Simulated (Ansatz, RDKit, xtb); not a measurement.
**Isomers of C3H6N2SeSi, a sample narrowed down**

Which of a sample of isomers of C3H6N2SeSi is the most stable in the gas at 298.15 K, and what are its properties? The sample is small against all isomers, and the most stable one of this formula need not be in it.

Plan: many cheap relaxations first (GFN2-xTB), then density-functional screening, relaxation at B3LYP/def2-SVP, vibrations (at GFN2-xTB) and a final energy. The numbers are computed, not measured.

**1. Possible bonding patterns**

Isomers were taken from a list of plausible structures; this is a sample, not all of them. That gives 4 candidates.

```csv
label,SMILES,spin
c466,[SiH3][Se]c1cnc[nH]1,singlet
c495,[SiH3]Cc1cn[se]n1,singlet
c607,C[SiH2]c1cn[se]n1,singlet
c683,[SiH3][Se]c1cn[nH]c1,singlet
```

Candidates are built by distance geometry, with a force field where one applies, in up to four conformers (letters a to d).

Q: Predict the outcome of this search (final energies at CCSD(T)/def2-SVP + MP2/def2-TZVPP - MP2/def2-SVP).

| quantity | value |
| --- | --- |
| lowest structure found | [SiH3][Se]c1cnc[nH]1, singlet |
| next finalist | C[SiH2]c1cn[se]n1, singlet, 10.5 kcal/mol higher in G |
| share at equilibrium, among the finalists | 100.0 % |

`[SiH3][Se]c1cnc[nH]1` comes out lowest. Among the finalists first place is clear (10.5 kcal/mol); structures outside the list aren't covered. GFN2-xTB, HF/STO-3G, r2SCAN-D4/def2-SVP, B3LYP/def2-SVP, HF/def2-SVP and MP2/def2-SVP already put its bonding pattern lowest among the structures in one piece. Lowest found is not proven lowest: the search is finite, and each finalist counts with one conformer. Only 4 drawn patterns were tried, so whole families of isomers are missing, and the result ranks this sample alone. The lowest isomer need not be the one that is made and kept in a bottle, which depends on barriers.
